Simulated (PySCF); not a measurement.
**BrOCl₃: singlet, from a see-saw (ligand arrangement 2) start**

Where does singlet BrOCl₃ go from a see-saw (ligand arrangement 2) start, is the end point a minimum, and what are its modes, charges and moments?

The runs use PySCF 2.14.0; B3LYP, basis Br def2-SVP, O def2-SVP, Cl def2-SVP, no relativity, density fitting.

**1. The system as given**

5 atoms, charge 0, spin multiplicity 1.

Bond lengths: Br1–O2 1.660 Å, Br1–Cl3 2.130 Å, Br1–Cl4 2.130 Å, Br1–Cl5 2.130 Å. Angles: O2–Br1–Cl3 170.0°, O2–Br1–Cl4 86.9°, O2–Br1–Cl5 86.9°, Cl3–Br1–Cl4 86.9°, Cl3–Br1–Cl5 86.9°, Cl4–Br1–Cl5 104.0°.

```xyz
5
charge 0 multiplicity 1
Br    0.0000   -0.2390   -0.5031
O     0.0000   -1.8927   -0.3584
Cl    0.0000    1.8829   -0.3175
Cl    1.6785   -0.2390    0.8083
Cl   -1.6785   -0.2390    0.8083
```

**2. Relaxing the singlet from the see-saw (ligand arrangement 2) start**

One driver script runs all steps and calls PySCF; scf.py shows how it sets up the SCF of each step. The optimiser is the driver's own. Before each start the driver seeks the lowest SCF state from one or more starting densities and follows internal instabilities, so scf.py alone need not reach the same state.

The program finds Cs symmetry in the start, which this walk keeps.

scf.py reads:

```python
from pyscf import gto, scf, dft
mol = gto.M(atom='''
Br     0.000000    -0.238963    -0.503058
O      0.000000    -1.892663    -0.358358
Cl     0.000000     1.882937    -0.317458
Cl     1.678500    -0.238963     0.808342
Cl    -1.678500    -0.238963     0.808342''',
    basis={'Br': 'def2-SVP', 'O': 'def2-SVP', 'Cl': 'def2-SVP'},
    charge=0, spin=0)
mf = dft.RKS(mol, xc='B3LYP')
mf.grids.atom_grid = (50, 194)
aux = {'Br': 'def2-universal-JKFIT', 'O': 'def2-universal-JKFIT', 'Cl': 'def2-universal-JKFIT'}
mf = mf.density_fit(auxbasis=aux)
mf.kernel()
```

The optimiser's trace (not every step is listed):

```tsv
step	energy (Eh)	change (kJ/mol)	largest symmetric gradient (Eh/bohr)
0	-4028.920223	0.00	0.11408
1	-4028.965080	-117.77	0.03087
2	-4028.975211	-144.37	0.01257
3	-4028.978357	-152.63	0.00350
4	-4028.979137	-154.68	0.00353
5	-4028.979567	-155.81	0.00412
6	-4028.981015	-159.61	0.01072
7	-4028.984148	-167.84	0.03334
8	-4028.985714	-171.95	0.04032
9	-4028.989522	-181.94	0.03129
10	-4028.994514	-195.05	0.01483
12	-4029.004663	-221.70	0.02512
14	-4029.008469	-231.69	0.01717
16	-4029.010690	-237.52	0.00925
18	-4029.011626	-239.98	0.00670
20	-4029.011900	-240.70	0.00230
22	-4029.012091	-241.20	0.00524
24	-4029.012680	-242.74	0.01493
25	-4029.013065	-243.76	0.00247
26	-4029.013114	-243.88	0.00115
27	-4029.013152	-243.99	0.00075
28	-4029.013161	-244.01	0.00014
29	-4029.013161	-244.01	0.00003
```

The walk needed 77 s of wall time on 4 threads, shared host.

End point (Cs, 29 steps, 244.0 kJ/mol gained): Br–Cl 2.320 Å, Br–Cl 2.404 Å (×2), Br–O 1.617 Å; Cl–Br–Cl 93.3° (×2), Cl–Br–Cl 161.7°, Cl–Br–O 97.0° (×2), Cl–Br–O 109.3°.

**3. Vibrations and properties at this point**

On the finer grid the gradient is checked again; gradients at displacements of ±0.01 bohr then give force constants and infrared intensities.

scf.py: that of step 2 with these lines changed.

```diff
@@ -3,5 +3,5 @@
-Br     0.000000    -0.238963    -0.503058
-O      0.000000    -1.892663    -0.358358
-Cl     0.000000     1.882937    -0.317458
-Cl     1.678500    -0.238963     0.808342
-Cl    -1.678500    -0.238963     0.808342''',
+Br     0.000000    -0.277664     0.145971
+O      0.000000    -1.470133    -0.946617
+Cl     0.000000     1.767022    -0.948750
+Cl     2.373809    -0.233056     0.525705
+Cl    -2.373809    -0.233056     0.525705''',
@@ -11 +11 @@
-mf.grids.atom_grid = (50, 194)
+mf.grids.atom_grid = (75, 302)
```

This SCF starts from the last density.

SCF at the final geometry:

```text
init E= -4029.01318516434
  HOMO = -0.311897766825795  LUMO = -0.210493758119616  gap/eV = 2.75934
cycle= 1 E= -4029.0131851638  delta_E= 5.43e-10  |g|= 4.71e-05  |ddm|= 6.63e-05
  HOMO = -0.311899872754556  LUMO = -0.210489546947041  gap/eV = 2.75952
cycle= 2 E= -4029.01318515666  delta_E= 7.14e-09  |g|= 0.000175  |ddm|= 0.000225
  HOMO = -0.311898511677335  LUMO = -0.210491984785664  gap/eV = 2.75941
cycle= 3 E= -4029.01318516435  delta_E= -7.69e-09  |g|= 1.34e-05  |ddm|= 0.00017
  HOMO = -0.311898385693334  LUMO = -0.21049255331345  gap/eV = 2.75939
cycle= 4 E= -4029.01318516441  delta_E= -5.82e-11  |g|= 1.69e-06  |ddm|= 1.8e-05
  HOMO = -0.311898289667794  LUMO = -0.210492675929885  gap/eV = 2.75939
Extra cycle  E= -4029.0131851644  delta_E= 1.09e-11  |g|= 4.81e-06  |ddm|= 1.06e-05
converged SCF energy = -4029.0131851644
```

The whole step took 71 s.

Geometry: Cs; Br–Cl 2.319 Å, Br–Cl 2.404 Å (×2), Br–O 1.617 Å; Cl–Br–Cl 93.3° (×2), Cl–Br–Cl 161.7°, Cl–Br–O 96.9° (×2), Cl–Br–O 109.3°.

Harmonic modes (main isotopes):

```
symmetry  ω (cm⁻¹)  IR (km/mol)     type
      a'        62          0.9     bend
      a'       116          3.5     bend
     a''       127          0.0     bend
      a'       204          2.4     bend
      a'       248          8.3  stretch
     a''       274          3.5     bend
      a'       304         37.5    mixed
     a''       349          202    mixed
      a'       915         34.7  stretch
```

Every mode is real; the point is a minimum.

Constants and moments:

```yaml
Dipole_moment: 1.11 D
Highest_occupied_level: -8.49 eV
Lowest_empty_level: -5.73 eV
Rotational_constants: 0.07647, 0.03836, 0.02962 cm⁻¹
Zero-point_energy: 15.5 kJ/mol
Principal_polarisabilities: 38.5, 67.8, 120.0 bohr³
Atomisation_energy_without_zero-point_energy: 441 kJ/mol
Principal_traceless_quadrupole_moments_about_the_centre_of_mass: -7.98, 0.88, 7.09 D Å
Entropy_at_298.15_K_and_1_bar: 375.6 J/(mol K)
Heat_capacity_Cp_at_298.15_K: 95.5 J/(mol K)
Enthalpy_at_298.15_K_above_0_K: 21.80 kJ/mol
Rotational_symmetry_number: 1
```

Populations by atom (charges in e):

```csv
atom,Mulliken,Löwdin,polar tensor,Mayer order to Br1
Br1,0.91,0.91,1.81,–
O2,-0.34,-0.36,-0.40,1.51
Cl3,-0.09,-0.07,-0.33,0.74
"Cl4,5",-0.24,-0.24,-0.54,0.64
```

Outer orbital energies (eV). occupied: -10.51, -10.01, -9.88, -9.10, -8.82, -8.73, -8.66, -8.49; empty: -5.73, -4.39, -2.57, 7.44.

Mulliken populations on Br1: s 7.92, p 15.78, d 10.39.

**4. What came out**

```
                                 quantity                                                                                                                      value
                                  minimum                                                                                                                singlet, Cs
                                 geometry  Br–Cl 2.319 Å, Br–Cl 2.404 Å (×2), Br–O 1.617 Å; Cl–Br–Cl 93.3° (×2), Cl–Br–Cl 161.7°, Cl–Br–O 96.9° (×2), Cl–Br–O 109.3°
                       wavenumbers (cm⁻¹)                                 62 (a'), 116 (a'), 127 (a''), 204 (a'), 248 (a'), 274 (a''), 304 (a'), 349 (a''), 915 (a')
                            dipole moment                                                                                                                     1.11 D
     highest occupied, lowest empty level                                                                                                            -8.49, -5.73 eV
               polar-tensor charge of Br1                                                                                                                    +1.81 e
                        zero-point energy                                                                                                                15.5 kJ/mol
                      entropy at 298.15 K                                                                                                            375.6 J/(mol K)
atomisation energy (no zero-point energy)                                                                                                                 441 kJ/mol
```

The molecule stays Cs, as typed, and the end point is a minimum. In the infrared the band at 349 cm⁻¹ (a'', mixed) leads. Only this shape and spin were tried, so other structures or states may lie lower. Modes under about 90 cm⁻¹ are uncertain by tens of cm⁻¹.

The search up to here took 2.5 min.
